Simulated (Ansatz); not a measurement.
Task: a phonon calculation by linear response of MgH2, space group Fm-3m, with Ansatz's Python interface. Give the script and its output. Settings: PBEsol, PAW, cutoff 476 eV, 6×6×6 k-points, Fermi-Dirac smearing of 0.05 eV.

```yaml
crystal:
  lattice:
    - [0.00000, 2.38107, 2.38107]
    - [2.38107, 0.00000, 2.38107]
    - [2.38107, 2.38107, 0.00000]
  atoms:
    - { symbol: Mg, position: [0.00000, 0.00000, 0.00000] }
    - { symbol: H, position: [0.75000, 0.75000, 0.75000] }
    - { symbol: H, position: [0.25000, 0.25000, 0.25000] }
```

Script `dfpt_mgh2.py`:
```python
# -*- coding: utf-8 -*-
from pathlib import Path

import ansatz as az
import numpy as np

vectors = np.array([
    [0.0, 2.381067, 2.381067],
    [2.381067, 0.0, 2.381067],
    [2.381067, 2.381067, 0.0],
])
xtal = (
    az.Lattice.of(vectors)
    .atom("Mg", (0.0, 0.0, 0.0))
    .atom("H", (0.75, 0.75, 0.75))
    .atom("H", (0.25, 0.25, 0.25))
)

calc = (
    xtal.calculation()
    .functional(az.Functional.PBESOL)
    .basis(35 * az.Ry)
    .occupations("fermi_dirac", width=0.05)
    .mixing("broyden", ndim=6, beta=0.2)
    .scf(tolerance=1e-07, extra_bands=12, self_checks="high")
    .kpoints(6, 6, 6)
    .phonons("dfpt", points=[(0, 0, 0), (0.5, 0.5, 0), (0.5, 0.5, 0.5)])
)
result = calc.run(runs_dir="runs")
ph = result.phonons

for q in ph.qpoints:
    thz = np.asarray(q.omega_inv_cm) / 33.35641
    print("q = ({:.2f}, {:.2f}, {:.2f})".format(*q.q_frac), np.round(thz, 2) + 0.0, "THz")
```

```console
$ python dfpt_mgh2.py
q = (0.00, 0.00, 0.00) [ 0.    0.    0.   20.1  20.1  20.1  33.29 33.29 33.29] THz
q = (0.50, 0.50, 0.00) [-48.8   -4.38  -4.38   5.69   5.69  10.8   36.2   36.2   38.25] THz
q = (0.50, 0.50, 0.50) [ 5.03  5.03  7.67 28.68 28.68 28.83 28.83 31.42 31.77] THz
```

Notes:
- These settings explore the input space; cutoff and mesh may be short of convergence.
- The cell isn't relaxed first, so the values belong to this volume.
- The mesh is modest for a metal, so energies can be off by several to tens of meV an atom and pressures by half a GPa or more; differences at equal mesh fare better.
- A negative frequency stands for an imaginary mode.
- No non-analytic term is added, so at the zone centre the longitudinal optical modes of a polar crystal aren't split off.
- The structure comes from a database of computed cells and needn't be a stable or known phase.
- The structure is taken as given; imaginary modes can come from an unrelaxed or unstable start.
- Wall time of the script: 11 s on 1 thread of Arm Neoverse V2, on a shared host, peak memory 0.47 GiB.
